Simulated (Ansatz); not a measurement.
# AlNi+: energies up the ladder

Aim: energies up the ladder, for AlNi+, with the cost of each level. Charge +1.

Computed with Ansatz 0.2.0 (the levels named in each step, unless a step's input says otherwise).

## 1. The structure to begin with

Bond lengths: Al1–Ni2 2.196 Å.

Coordinates:

```xyz
2

Al    0.0000    0.0000    0.0000
Ni    0.0000    0.0000    2.1958
```

## 2. A rough first relaxation, PBE-D4/def2-SVP

input.yaml

```yaml
crystal:
  periodic: [false, false, false]
  atoms:
    - { symbol: Al, position_ang: [0.0, 0.0, 0.0] }
    - { symbol: Ni, position_ang: [0.0, 0.0, 2.19578] }
total_charge: 1
basis:
  gaussian: { orbitals: def2-SVP }
hamiltonian:
  xc: pbe
  dispersion: d4
relax:
  f_tol: 0.03
  max_steps: 200
```

Command:

```
ansatz run input.yaml --threads 2 --pin off --max-ram 5120MiB --backend cpu --events-out ev --progress --plain --runs-dir out
```

After this run come: Relaxation, PBE0-D4/def2-TZVPP; Frequencies, PBE0-D4/def2-TZVPP; Single point, PBE-D4/def2-TZVPP; Single point, r2SCAN-D4/def2-TZVPP; Single point, B3LYP-D4/def2-TZVPP; Single point, wB97M-V/def2-TZVPP; Single point, B2PLYP/def2-TZVPP; Single point, LDA/def2-TZVPP; Single point, PBE0-D4/def2-SVP; Single point, PBE-D4/def2-SVP.

What does the calculation give? Wanted: Al1–Ni2 at PBE0-D4/def2-TZVPP; frequencies at PBE0-D4/def2-TZVPP; energy at PBE-D4/def2-SVP.

As calculated:

```
                         quantity          value
    Al1–Ni2 at PBE0-D4/def2-TZVPP        2.116 Å
frequencies at PBE0-D4/def2-TZVPP       359 cm⁻¹
        energy at PBE-D4/def2-SVP  -47613.696 eV
```

**Reading.** No mode is imaginary, so the geometry is a minimum. These totals serve in differences with atoms or fragments at the same level; alone they don't rank the methods.
